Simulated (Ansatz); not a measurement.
# BSiNH4S (SMILES S[SiH]1BN1) at BLYP/cc-pVDZ

Aim: the vertical ionisation energy of BSiNH4S at BLYP/cc-pVDZ, from 2 runs. 

The calculation is run with Ansatz 0.2.0.

97 further runs of the same task are left out: 97 set aside as unsound or not needed.

### 1 Starting point

The species is BSiNH4S (8 atoms), meant as a singlet with charge 0. SMILES: `S[SiH]1BN1`. The coordinates come from a PBE0-D4/def2-TZVP relaxation. This is one conformer, not always the lowest.

Bond lengths: S1–Si2 2.130 Å, Si2–B3 1.919 Å, Si2–N4 1.750 Å, B3–N4 1.383 Å, S1–H5 1.344 Å, Si2–H6 1.482 Å, B3–H7 1.188 Å, N4–H8 1.010 Å. Some angles: S1–Si2–B3 124.2°, S1–Si2–N4 118.5°, B3–Si2–N4 44.0°, Si2–B3–N4 61.5°, Si2–N4–B3 74.5°, S1–Si2–H6 108.2°, B3–Si2–H6 127.6°, N4–Si2–H6 114.3°, Si2–S1–H5 95.1°, Si2–B3–H7 162.4°.

### 2 The energy at BLYP/cc-pVDZ

The input, in.yaml:

```yaml
crystal:
  periodic: [false, false, false]
  atoms:
    - {symbol: S, position_ang: [-2.198700, -0.554700, -0.360400]}
    - {symbol: Si, position_ang: [-0.326600, -0.039100, 0.515400]}
    - {symbol: B, position_ang: [1.350500, -0.825500, 0.014200]}
    - {symbol: N, position_ang: [0.999600, 0.392100, -0.541100]}
    - {symbol: H, position_ang: [-2.816800, 0.582000, 0.001900]}
    - {symbol: H, position_ang: [-0.578800, 0.932200, 1.605800]}
    - {symbol: H, position_ang: [2.264800, -1.577600, -0.080200]}
    - {symbol: H, position_ang: [1.398200, 1.033600, -1.211500]}
basis:
  gaussian: {orbitals: cc-pVDZ}
accuracy: high
total_charge: 0
output: {orbitals: {seedname: orbitals}}
hamiltonian: {xc: {name: BLYP}}
```

The run is started by

```sh
$ ansatz run in.yaml --threads 1 --pin off --max-ram 2610MiB --events-out events.jsonl --progress --plain --runs-dir runs
```

Log:

```text
Warning: RAYON_NUM_THREADS=1 ignored (pool sized by the plan → 1); use --threads N
Functional definition: BLYP
  name "BLYP"
  parameter beta = 0.0042
  parameter a = 0.04918
  parameter b = 0.132
  parameter c = 0.2533
  parameter d = 0.349
  exchange = b88_x(beta = beta)
  correlation = lyp_c(a = a, b = b, c = c, d = d)
1930 factors; integrals over basis functions are off by at most 3.9e-9 eV
mean field evaluation 1: about -20934.6108 eV, gradient 6.4e1 eV
mean field evaluation 2: about -20892.0114 eV, gradient 1.3e2 eV
mean field evaluation 4: about -20943.4167 eV, gradient 1.1e1 eV
mean field evaluation 8: about -20943.7869 eV, gradient 2.2e-1 eV
mean field evaluation 16: about -20943.7871 eV, gradient 8.4e-6 eV
mean field -20943.78706832 eV, -769.6699785520 hartree, gradient 8.8e-8 eV, S^2 0.000000; 0 other end points of the search recorded, 0 dependent functions left out
reference -20943.78712424 eV, -769.6699806069 hartree; 23, 23 occupied and 61, 61 virtual orbitals, 1930 factors
Total energy: -20943.78712424 eV, -769.6699806069 hartree
```

Wall time 7.2 s (1 thread of Arm Neoverse V1, shared host); peak memory 0.21 GiB.

### 3 The doublet cation at the same level

The input, run.yaml:

```yaml
crystal:
  periodic: [false, false, false]
  atoms:
    - {symbol: S, position_ang: [-2.198700, -0.554700, -0.360400]}
    - {symbol: Si, position_ang: [-0.326600, -0.039100, 0.515400]}
    - {symbol: B, position_ang: [1.350500, -0.825500, 0.014200]}
    - {symbol: "N", position_ang: [0.999600, 0.392100, -0.541100]}
    - {symbol: H, position_ang: [-2.816800, 0.582000, 0.001900]}
    - {symbol: H, position_ang: [-0.578800, 0.932200, 1.605800]}
    - {symbol: H, position_ang: [2.264800, -1.577600, -0.080200]}
    - {symbol: H, position_ang: [1.398200, 1.033600, -1.211500]}
basis:
  gaussian:
    orbitals: cc-pVDZ
total_charge: 1
magnetization:
  spin_polarized: true
  initial_magnetization: 1
hamiltonian:
  xc: {name: BLYP}
accuracy: high
output: {orbitals: {seedname: orbitals}}
```

The run is started by

```sh
$ ansatz run run.yaml --threads 1 --pin off --max-ram 2610MiB --events-out events.jsonl --progress --plain --runs-dir runs
```

Log:

```text
Warning: RAYON_NUM_THREADS=1 ignored (pool sized by the plan → 1); use --threads N
[... 9 set-up lines as earlier in the session ...]
1930 factors; integrals over basis functions are off by at most 3.9e-9 eV
mean field evaluation 1: about -20915.4939 eV, gradient 6.3e1 eV
mean field evaluation 2: about -20718.1673 eV, gradient 1.4e2 eV
mean field evaluation 4: about -20927.6989 eV, gradient 3.1e1 eV
mean field evaluation 8: about -20935.1934 eV, gradient 1.1e0 eV
mean field evaluation 16: about -20935.1989 eV, gradient 4.4e-4 eV
mean field evaluation 32: about -20934.6505 eV, gradient 1.8e0 eV
mean field -20935.19886418 eV, -769.3543678712 hartree, gradient 3.9e-8 eV, S^2 0.752737; 2 other end points of the search recorded, 0 dependent functions left out
reference -20935.19891940 eV, -769.3543699004 hartree; 23, 22 occupied and 61, 62 virtual orbitals, 1930 factors
Total energy: -20935.19891940 eV, -769.3543699004 hartree
```

It took 15 s on 1 thread of Arm Neoverse V1, shared host; peak memory 0.27 GiB.

### 4 Summary of results

Level: BLYP/cc-pVDZ.

```
                                          quantity          value
                     singlet BSiNH4S: total energy  -769.66998 Eh
                      singlet BSiNH4S: HOMO energy       -5.60 eV
                      singlet BSiNH4S: LUMO energy       -1.06 eV
                    singlet BSiNH4S: HOMO–LUMO gap        4.54 eV
                      doublet cation: total energy  -769.35437 Eh
doublet cation: HOMO energy (highest over α and β)      -12.33 eV
 doublet cation: LUMO energy (lowest over α and β)      -11.58 eV
                              doublet cation: ⟨S²⟩          0.753
vertical ionisation energy (to the doublet cation)       8.588 eV
```

The vertical ionisation energy comes to 8.59 eV (198 kcal/mol). −ε(HOMO) before ionisation, 5.60 eV, is 2.99 eV below this ionisation energy.
